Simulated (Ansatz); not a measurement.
# AlH7O3Si: the cost of one run

Method: UKS PBE0-D4/STO-3G, in Ansatz 0.2.0.

### Step 1. The system as given

Bond lengths: Al1–Si2 2.710 Å, Al1–O3 1.642 Å, Al1–O4 1.647 Å, Al1–O6 2.180 Å, Si2–H7 1.473 Å, Si2–H8 1.477 Å, Si2–H9 1.470 Å, O3–H10 0.944 Å, O4–H11 0.944 Å, O6–H12 0.954 Å. Angles (14 of 15 angles, heavy atoms first): Si2–Al1–O3 110.2°, Si2–Al1–O4 104.8°, Si2–Al1–O6 79.5°, O3–Al1–O4 131.6°, O3–Al1–O6 109.6°, O4–Al1–O6 108.8°, Al1–Si2–H7 124.5°, Al1–Si2–H8 116.7°, Al1–Si2–H9 103.5°, Al1–O3–H10 174.1°, Al1–O4–H11 172.9°, Al1–O6–H12 133.4°, H7–Si2–H8 103.2°, H7–Si2–H9 103.1°.

As a file:

```xyz
12

Al   -1.0465   -0.1233   -0.0855
Si    1.6356   -0.4613   -0.2764
O    -1.7140   -0.0270   -1.5831
O    -1.4842   -0.9761    1.2542
H     0.4394    0.8914    0.2314
O    -0.3529    1.8480    0.5340
H     2.5284    0.3888   -1.0830
H     2.3764   -0.6227    0.9911
H     1.7721   -1.7815   -0.9072
H    -2.1299    0.1166   -2.4186
H    -1.8240   -1.5049    1.9585
H    -0.2002    2.2521    1.3845
```

### Step 2. Run 1

150 steps of 0.5 fs at constant energy, with velocities drawn for 1000 K.

The input, input.yaml:

```yaml
crystal:
  periodic: [false, false, false]
  atoms:
    - { symbol: Al, position_ang: [-1.0465, -0.1233, -0.0855] }
    - { symbol: Si, position_ang: [1.6356, -0.4613, -0.2764] }
    - { symbol: O, position_ang: [-1.714, -0.027, -1.5831] }
    - { symbol: O, position_ang: [-1.4842, -0.9761, 1.2542] }
    - { symbol: H, position_ang: [0.4394, 0.8914, 0.2314] }
    - { symbol: O, position_ang: [-0.3529, 1.848, 0.534] }
    - { symbol: H, position_ang: [2.5284, 0.3888, -1.083] }
    - { symbol: H, position_ang: [2.3764, -0.6227, 0.9911] }
    - { symbol: H, position_ang: [1.7721, -1.7815, -0.9072] }
    - { symbol: H, position_ang: [-2.1299, 0.1166, -2.4186] }
    - { symbol: H, position_ang: [-1.824, -1.5049, 1.9585] }
    - { symbol: H, position_ang: [-0.2002, 2.2521, 1.3845] }
magnetization:
  spin_polarized: true
basis:
  gaussian: { orbitals: STO-3G }
hamiltonian:
  xc: pbe0
  dispersion: d4
md:
  timestep: 0.5
  n_steps: 150
  ensemble: nve
  temperature: 1000.0
  initial_velocities: maxwell_boltzmann
  seed: 39324
```

Command:

```
$ ansatz run input.yaml --threads 1 --pin off --max-ram 2048MiB --backend cpu --events-out ev --progress --plain --runs-dir out
```

Q: Estimate wall time and peak memory on 1 thread of Arm Neoverse V1, shared host.

About 10 min, with a peak of 0.15 GiB.
